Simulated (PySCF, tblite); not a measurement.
# C₇H₁₂Ge: geometry, infrared bands and NMR shifts

What infrared bands and NMR shifts should C₇H₁₂Ge (`C#C[C@H]1CCC[CH2][GeH2]1`) show?

Programs: tblite 0.8.0 and PySCF 2.14.0, with density-fitted response routines of our own. Each step states its level of theory. These are calculated values for one molecule in the gas phase, unless marked as measured. Atoms count from 0, in the outputs and in this text.

**1. Starting geometry**

20 atoms, charge 0, multiplicity 1; geometry from: force field or distance geometry start.

Bonds of the start (Å): C0–C1 1.21, C1–C2 1.46, C2–C3 1.48, C3–C4 1.51, C4–C5 1.51, C5–C6 1.53, C6–Ge7 1.94, Ge7–C2 1.96, C0–H8 1.08, C2–H9 1.12, C3–H10 1.11, C3–H11 1.12, C4–H12 1.12, C4–H13 1.14, C5–H14 1.11, C5–H15 1.12, C6–H16 1.12, C6–H17 1.10, Ge7–H18 1.53, Ge7–H19 1.55.

**2. Optimising the geometry with GFN2-xTB**

The job: settings as JSON, then the geometry in Å.

```
{"job": {"kind": "relax", "xc": "GFN2-xTB", "basis": "xTB"}, "charge": 0, "multiplicity": 1}
C     -1.625200     2.205700     1.433400
C     -1.274400     1.607700     0.438400
C     -0.830500     0.860200    -0.737800
C      0.629700     0.989600    -0.959500
C      1.489800     0.269300     0.053700
C      1.314500    -1.231000     0.078500
C      0.020900    -1.647400     0.777100
Ge    -1.361800    -0.998600    -0.417300
H     -1.940700     2.735900     2.319500
H     -1.440600     1.290000    -1.579600
H      0.880200     2.068100    -1.006700
H      0.899100     0.593100    -1.972500
H      1.467400     0.714700     1.081700
H      2.560200     0.418400    -0.301300
H      1.236200    -1.637300    -0.948600
H      2.183700    -1.741200     0.558400
H     -0.041300    -1.002200     1.686400
H     -0.029900    -2.726500     0.982700
H     -1.377900    -1.778500    -1.730900
H     -2.764500    -0.979200     0.241100
```

Started as:

```sh
$ OMP_NUM_THREADS=1 python probes_run.py task.json out
```

This one command runs all jobs of the session in turn.

**Question.** This job is followed by: GFN2-xTB harmonic vibrations, gas phase; GIAO PBE0/pcSseg-1 NMR shielding, non-relativistic, gas phase. What will the session give for the following? strongest single infrared mode (GFN2-xTB); zero-point energy (GFN2-xTB); ¹³C shifts against TMS (PBE0/pcSseg-1); ¹H shifts against TMS (PBE0/pcSseg-1); ⁷³Ge shifts against GeMe4 (PBE0/pcSseg-1); surface potential, 1st and 99th percentile.

As calculated:

```
                                 quantity                                                                       value
strongest single infrared mode (GFN2-xTB)                                                       1984 cm⁻¹, 534 km/mol
             zero-point energy (GFN2-xTB)                                                              101.1 kcal/mol
   ¹³C shifts against TMS (PBE0/pcSseg-1)                                91.9, 76.8, 35.3, 31.0, 27.9, 16.5, 12.3 ppm
    ¹H shifts against TMS (PBE0/pcSseg-1)  4.14, 4.05, 2.41, 2.21, 2.20, 2.09, 1.62, 1.59, 1.53, 1.39, 1.39, 1.17 ppm
⁷³Ge shifts against GeMe4 (PBE0/pcSseg-1)                                                                    -142 ppm
    surface potential, 1st and 99th percentile                                                          -0.93 V and 1.15 V
```

In words: The optimisation took 58 steps and gained 0.423 eV; among the close pairs (by a distance rule), C2–C3 changed most, from 1.483 to 1.535 Å. No mode is imaginary among the 54: a minimum at this level. The strongest single mode, at 1984 cm⁻¹, moves mainly H19. Unscaled tight-binding wavenumbers are off by several per cent, some by more. Its intensities can rank the bands wrongly. At PBE0/pcSseg-1: Shielding is most anisotropic at C1 (span 307 ppm, paramagnetic term -167 ppm). Spin-orbit coupling is left out, which matters for shieldings and couplings at and beside the heavy atoms.
